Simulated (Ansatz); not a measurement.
# BH8NO2Si: the cost of one run

Method: RKS PBE0/cc-pVDZ, in Ansatz 0.2.0.

## (1) The structure to begin with

Bond lengths: B1–N2 1.806 Å, B1–O3 1.377 Å, B1–O4 1.376 Å, B1–Si6 2.281 Å, N2–H7 1.009 Å, N2–H8 1.013 Å, O3–H9 0.953 Å, O4–H10 0.957 Å, Si6–H11 1.464 Å, Si6–H12 1.468 Å, Si6–H13 1.473 Å. Angles (14 of 17 angles, heavy atoms first): N2–B1–O3 113.1°, N2–B1–O4 109.5°, N2–B1–Si6 98.9°, O3–B1–O4 119.7°, O3–B1–Si6 109.7°, O4–B1–Si6 103.5°, B1–N2–H7 112.3°, B1–N2–H8 118.9°, B1–O3–H9 116.3°, B1–O4–H10 113.3°, B1–Si6–H11 117.6°, B1–Si6–H12 93.4°, B1–Si6–H13 125.6°, H7–N2–H8 110.2°.

As a file:

```xyz
13

B    -0.5740    0.3733    0.1553
N     0.8730    1.4337    0.3601
O    -1.3747    0.7496   -0.9004
O    -1.1392    0.1243    1.3846
H     1.0967    0.1610   -0.0174
Si    0.4906   -1.5803   -0.3475
H     1.0520    1.6542    1.3281
H     0.9533    2.2675   -0.2090
H    -0.9256    1.0355   -1.6907
H    -2.0908    0.2228    1.3902
H     1.0722   -2.3410    0.7596
H    -0.7585   -2.2788   -0.6753
H     1.3251   -1.8217   -1.5375
```

## (2) A restrained relaxation towards end A

Springs on the bonds that form and break draw the guess towards this end; the thresholds are loose.

Input file input.yaml:

```yaml
crystal:
  periodic: [false, false, false]
  atoms:
    - { symbol: B, position_ang: [-0.574, 0.3733, 0.1553] }
    - { symbol: "N", position_ang: [0.873, 1.4337, 0.3601] }
    - { symbol: O, position_ang: [-1.3747, 0.7496, -0.9004] }
    - { symbol: O, position_ang: [-1.1392, 0.1243, 1.3846] }
    - { symbol: H, position_ang: [1.0967, 0.161, -0.0174] }
    - { symbol: Si, position_ang: [0.4906, -1.5803, -0.3475] }
    - { symbol: H, position_ang: [1.052, 1.6542, 1.3281] }
    - { symbol: H, position_ang: [0.9533, 2.2675, -0.209] }
    - { symbol: H, position_ang: [-0.9256, 1.0355, -1.6907] }
    - { symbol: H, position_ang: [-2.0908, 0.2228, 1.3902] }
    - { symbol: H, position_ang: [1.0722, -2.341, 0.7596] }
    - { symbol: H, position_ang: [-0.7585, -2.2788, -0.6753] }
    - { symbol: H, position_ang: [1.3251, -1.8217, -1.5375] }
basis:
  gaussian: { orbitals: cc-pVDZ }
hamiltonian:
  xc: pbe0
relax:
  f_tol: 0.15
  max_steps: 25
  restrain:
    - { distance: [0, 5], at: 3.25, k: 30.0 }
    - { distance: [4, 1], at: 2.32, k: 30.0 }
    - { distance: [0, 1], at: 1.55, k: 30.0 }
    - { distance: [4, 5], at: 1.42, k: 30.0 }
```

Started as:

```sh
$ ansatz run input.yaml --threads 2 --pin off --max-ram 3072MiB --backend cpu --events-out ev --progress --plain --runs-dir out
```

What time and memory should one allow on 2 threads of Arm Neoverse V1, shared host?

About 37 s, with a peak of 0.26 GiB.
